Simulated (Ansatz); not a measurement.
# PBE-QIDH/aug-cc-pVDZ run of BClF2 (chlorodifluoroborane)

What is the electronic atomisation energy of BClF2 (chlorodifluoroborane) at PBE-QIDH/aug-cc-pVDZ? 

Program for the calculation: Ansatz 0.2.0.

57 further runs of the same task are left out: 57 set aside as unsound or not needed.

## (1) The system as given

BClF2: 4 atoms, total charge 0, spin state singlet. As SMILES, `FB(F)Cl`. Geometry: relaxed at PBE0-D4/def2-TZVP.

Bond lengths: F1–B2 1.310 Å, B2–F3 1.310 Å, B2–Cl4 1.740 Å. Angles: F1–B2–F3 119.0°, F1–B2–Cl4 120.5°, F3–B2–Cl4 120.5°.

## (2) A single-point energy at PBE-QIDH/aug-cc-pVDZ

Input file run.yaml:

```yaml
crystal:
  periodic: [false, false, false]
  atoms:
    - {symbol: F, position_ang: [-0.173700, -1.254300, -0.546300]}
    - {symbol: B, position_ang: [-0.067100, -0.041300, -0.062000]}
    - {symbol: F, position_ang: [-1.011600, 0.830100, -0.317700]}
    - {symbol: Cl, position_ang: [1.307900, 0.405300, 0.905700]}
basis:
  gaussian: {orbitals: aug-cc-pVDZ}
output: {orbitals: {seedname: orbitals}}
magnetization: {spin_polarized: false}
correlation: {frozen_orbitals: {B: 1, Cl: 5, F: 1}}
hamiltonian: {xc: {name: PBE-QIDH}}
accuracy: high
```

Launch:

```console
$ ansatz run run.yaml --threads 1 --pin off --max-ram 3480MiB --events-out events.jsonl --progress --plain --runs-dir runs
```

What it wrote:

```text
Warning: RAYON_NUM_THREADS=1 ignored (pool sized by the plan → 1); use --threads N
Functional definition: PBE-QIDH
  name "PBE-QIDH"
  parameter a = 3^(-1/3)
  parameter c = 1/3
  exchange = (1 - a)*pbe_x + a*exact_x
  correlation = (1 - c)*pbe_c + c*(mp2_os + mp2_ss)
1877 factors; integrals over basis functions are off by at most 2.9e-9 eV
mean field evaluation 1: about -18614.7546 eV, gradient 3.3e1 eV
mean field evaluation 2: about -18614.9789 eV, gradient 3.4e1 eV
mean field evaluation 4: about -18616.8258 eV, gradient 1.4e0 eV
mean field evaluation 8: about -18616.8431 eV, gradient 2.8e-2 eV
mean field evaluation 16: about -18616.8431 eV, gradient 1.2e-5 eV
mean field -18616.84308393 eV, -684.1563643851 hartree, gradient 1.5e-8 eV, S^2 0.000000; 0 other end points of the search recorded, 0 dependent functions left out
8 core orbitals not correlated: weight in the atoms' cores, before any rotation towards them, 1.000 or more for the frozen orbitals, at most 0.000 for the correlated occupied ones
reference -18616.84308561 eV, -684.1563644467 hartree; 12, 12 occupied and 76, 76 virtual orbitals, 1877 factors
second order -19.14515313 eV of doubles, -0.00000000 eV of singles
Total energy: -18623.22480332 eV, -684.3908882469 hartree
```

Run time: 10 s. Hardware: 1 thread of Arm Neoverse V1, shared host; peak memory 0.29 GiB.

## (3) The B atom

Input file molecule.yaml:

```yaml
crystal:
  periodic: [false, false, false]
  atoms:
    - {symbol: B, position_ang: [0.000000, 0.000000, 0.000000]}
basis:
  gaussian:
    orbitals: aug-cc-pVDZ
magnetization:
  spin_polarized: true
  initial_magnetization: 1
hamiltonian:
  xc: {name: PBE-QIDH}
correlation:
  frozen_orbitals: {B: 1}
accuracy: high
```

Run the same way, it converges to -24.60927 Eh (log not shown).

## (4) The Cl atom, same level

Input file in.yaml:

```yaml
crystal:
  periodic: [false, false, false]
  atoms:
    - {symbol: Cl, position_ang: [0.000000, 0.000000, 0.000000]}
basis:
  gaussian:
    orbitals: aug-cc-pVDZ
accuracy: high
hamiltonian:
  xc: {name: PBE-QIDH}
total_charge: 0
magnetization:
  spin_polarized: true
  initial_magnetization: 1
correlation:
  frozen_orbitals: {Cl: 5}
```

Run the same way, it converges to -459.89574 Eh (log not shown).

## (5) The F atom at the same level

Input file molecule.yaml:

```yaml
basis:
  gaussian:
    orbitals: aug-cc-pVDZ
crystal:
  periodic: [false, false, false]
  atoms:
    - {symbol: F, position_ang: [0.000000, 0.000000, 0.000000]}
magnetization:
  spin_polarized: true
  initial_magnetization: 1
hamiltonian:
  xc: {name: PBE-QIDH}
correlation:
  frozen_orbitals: {F: 1}
accuracy: high
```

Run the same way, it converges to -99.62076 Eh (log not shown).

## (6) What came out

At PBE-QIDH/aug-cc-pVDZ, 8 core orbitals frozen:

```
                                     quantity          value
                       molecule: total energy  -684.39089 Eh
  molecule: HOMO energy (SCF part's orbitals)      -12.34 eV
  molecule: LUMO energy (SCF part's orbitals)        0.77 eV
molecule: HOMO–LUMO gap (SCF part's orbitals)       13.11 eV
                         B atom: total energy   -24.60927 Eh
                                 B atom: ⟨S²⟩          0.757
                        Cl atom: total energy  -459.89574 Eh
                                Cl atom: ⟨S²⟩          0.755
                         F atom: total energy   -99.62076 Eh
                                 F atom: ⟨S²⟩          0.753
                electronic atomisation energy      17.533 eV
```

**Reading.** Taking the molecule apart into free atoms costs 17.53 eV (1692 kJ/mol), before zero-point energy and without spin-orbit coupling.
